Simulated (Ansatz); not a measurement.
## SbSi (charge +1): a scan of the bond length, step by step

Computed with the Ansatz DFT code, driven from Python.

Notebook, run cell by cell (the value of a cell's last expression is shown):

**Cell 1**
```python
import ansatz as az
from ase.data import atomic_masses, atomic_numbers
import numpy as np
```

**Cell 2**
```python
geometry_ang = [
    ('Si', (0.0, 0.0, 0.0)),
    ('Sb', (0.0, 0.0, 2.58)),
]
sbsi = az.Crystal.molecule()
for symbol, xyz in geometry_ang:
    sbsi = sbsi.atom(symbol, xyz)
```

**Cell 3**
```python
symbols = [site.symbol for site in sbsi.cartesian_sites]
start = np.array([site.position_ang for site in sbsi.cartesian_sites])
axis = (start[1] - start[0]) / np.linalg.norm(start[1] - start[0])
moving = [1]
lengths, energies = [2.27, 2.374, 2.477, 2.58, 2.683, 2.786, 2.89, 3.044], []
for length in lengths:
    xyz = start.copy()
    xyz[moving] += (length - np.linalg.norm(start[1] - start[0])) * axis
    point = az.Crystal.molecule()
    for symbol, place in zip(symbols, xyz):
        point = point.atom(symbol, place.tolist())
    job = (
        point.calculation()
        .basis(gaussian='def2-SVP')
        .functional('b3lyp')
        .charge(1)
        .spin('collinear', total=2)
        .scf(lower_state_search='off')
    )
    rep = job.run().report
    energies.append(rep['free_energy_ev'])
    print(f'r = {length:6.3f} A  E = {energies[-1]:.5f} eV  <S^2> = {abs(rep["mean_field"]["state"]["spin_squared"]):.3f}')
```
Output:
```text
r =  2.270 A  E = -14404.87654 eV  <S^2> = 2.004
r =  2.374 A  E = -14405.30865 eV  <S^2> = 2.003
r =  2.477 A  E = -14405.48186 eV  <S^2> = 2.003
r =  2.580 A  E = -14405.51788 eV  <S^2> = 2.003
r =  2.683 A  E = -14405.45842 eV  <S^2> = 2.003
r =  2.786 A  E = -14405.33408 eV  <S^2> = 2.004
r =  2.890 A  E = -14405.16580 eV  <S^2> = 2.005
r =  3.044 A  E = -14404.87341 eV  <S^2> = 2.008
```

**Cell 4**
```python
# quartic fit about the minimum
fit = np.polynomial.Polynomial.fit(lengths, np.array(energies) - min(energies), 4).convert()
roots = [r.real for r in fit.deriv().roots() if abs(r.imag) < 1e-9 and fit.deriv(2)(r.real) > 0]
r_e = min(roots, key=lambda r: abs(r - lengths[int(np.argmin(energies))]))
print(f'minimum of the fit at {r_e:.4f} A, force constant {fit.deriv(2)(r_e):.2f} eV/A^2')
m1, m2 = (atomic_masses[atomic_numbers[s]] for s in symbols)
mu = m1 * m2 / (m1 + m2)
print(f'harmonic wavenumber {521.4709 * np.sqrt(fit.deriv(2)(r_e) / mu):.0f} 1/cm, rotational constant {16.857629 / (mu * r_e ** 2):.4f} 1/cm')
```
Output:
```text
minimum of the fit at 2.5548 A, force constant 10.26 eV/A^2
harmonic wavenumber 350 1/cm, rotational constant 0.1132 1/cm
```

The lowest point is at 2.580 Å. At the shortest distance (2.27 Å) the energy is 0.64 eV higher, at the longest (3.04 Å) 0.64 eV.

Reading the output:
- The settings weren't tested for convergence.
- The basis set is modest, and single-reference methods fail as a bond breaks.
- def2 sets replace the cores of elements past krypton by effective core potentials.
- The species is open-shell (spin multiplicity 3).
- b3lyp holds the VWN-RPA fit, as in Gaussian; the form of ORCA and Turbomole is b3lyp5.
- Spin-orbit coupling of the heavy open-shell atom is left out.
- The spin state was assumed, and another may lie lower.
- Run time: 6.7 s on 1 thread of Arm Neoverse V2 (shared host), peak memory 0.16 GiB.
